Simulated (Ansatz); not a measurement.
# GaBr₂Cl: a ladder of functionals and wavefunction methods

An exercise on one series of results from a longer session: the logs are not shown, and one member is left open.

Method: functionals in def2-TZVPP, the program's frozen cores in correlated methods; program: Ansatz 0.2.0, Gaussian basis.

The runs, in order: LDA (SPW92), PBE-D4, revPBE-D4, BLYP-D4, r2SCAN-D4, B97M-V, PBE0-D4, B3LYP-D4, r2SCANh-D4, r2SCAN0-D4, HSE06-D4, BHLYP-D4, CAM-B3LYP-D4, LC-ωPBE, ωB97X-V, ωB97M-V, B2PLYP, PBE-QIDH; CCSD(T)/def2-SVP; CCSD(T)/def2-TZVPP; MP2/def2-QZVPP; extrapolation to the limit; RPA on PBE.

## Structure used throughout

The geometry comes from an earlier relaxation with PBE0-D4 in a triple-zeta def2 set; it is a stationary point.

SMILES `[Cl][Ga]([Br])[Br]`, 4 atoms, charge 0, spin multiplicity 1.

Atoms are counted from 1 here; the program's logs count them from 0.

Bond lengths: Cl1–Ga2 2.117 Å, Ga2–Br3 2.258 Å, Ga2–Br4 2.258 Å. Angles: Cl1–Ga2–Br3 119.6°, Cl1–Ga2–Br4 119.6°, Br3–Ga2–Br4 120.8°.

Geometry (Å):

```csv
atom,x (Å),y (Å),z (Å)
Cl1,0.7531,0.6533,1.8954
Ga2,0.0237,-0.0062,0.0202
Br3,0.2587,-2.1731,-0.5689
Br4,-0.9800,1.4657,-1.3669
```

The first run:

in.yaml

```yaml
crystal:
  periodic: [false, false, false]
  atoms:
    - {symbol: Cl, position_ang: [0.753062, 0.653327, 1.895387]}
    - {symbol: Ga, position_ang: [0.023709, -0.006162, 0.020228]}
    - {symbol: Br, position_ang: [0.258713, -2.173100, -0.568930]}
    - {symbol: Br, position_ang: [-0.979984, 1.465734, -1.366884]}
basis:
  gaussian: {orbitals: def2-TZVPP}
hamiltonian: {xc: lda}
output: {orbitals: {seedname: orbitals}}
```

Started as:

```sh
> ansatz run in.yaml --threads 2 --pin off --events-out ev --progress --plain --max-ram 22528MiB --backend cpu
```

Steps of the session up to this table: LDA; PBE-D4 (GGA); revPBE-D4 (GGA); BLYP-D4 (GGA); r2SCAN-D4 (meta-GGA); B97M-V (meta-GGA); B3LYP-D4 (hybrid); r2SCANh-D4 (hybrid); r2SCAN0-D4 (hybrid); HSE06-D4 (hybrid); BHLYP-D4 (hybrid); CAM-B3LYP-D4 (range-separated); LC-ωPBE (range-separated); ωB97X-V (range-separated); ωB97M-V (range-separated); B2PLYP (double hybrid); PBE-QIDH (double hybrid).

One table of the session follows, with a row left open; its other results are not shown here.

It belongs to the step «Orbital energies across the functionals». 

```
  functional  HOMO (eV)  LUMO (eV)  gap (eV)
 LDA (SPW92)      -7.70      -3.36      4.34
      PBE-D4      -7.53      -3.03      4.50
   revPBE-D4      -7.47      -2.90      4.57
     BLYP-D4      -7.34      -2.98      4.36
   r2SCAN-D4      -7.89      -2.80      5.09
      B97M-V      -7.94      -2.76      5.18
     PBE0-D4      -8.84      -2.14      6.70
    B3LYP-D4      -8.55      -2.45      6.10
  r2SCANh-D4          ?          ?         ?
  r2SCAN0-D4      -9.07      -2.00      7.07
    HSE06-D4      -8.44      -2.50      5.94
    BHLYP-D4      -9.96      -1.22      8.74
CAM-B3LYP-D4     -10.15      -1.19      8.96
     LC-ωPBE     -11.58       0.07     11.66
     ωB97X-V     -11.20      -0.05     11.14
     ωB97M-V     -11.04      -0.22     10.83
```

**Question.** Estimate the row for r2SCANh-D4.

Worked estimate for «HOMO (eV)». Against the share of exact exchange, r2SCAN-D4 (0, -7.89), r2SCAN0-D4 (0.25, -9.07) give a slope of -4.72 per unit share; at 0.1 the line stands at -8.36.

As computed: HOMO (eV): -8.36; LUMO (eV): -2.48; gap (eV): 5.88. In «HOMO (eV)» the line misses by 0.00.
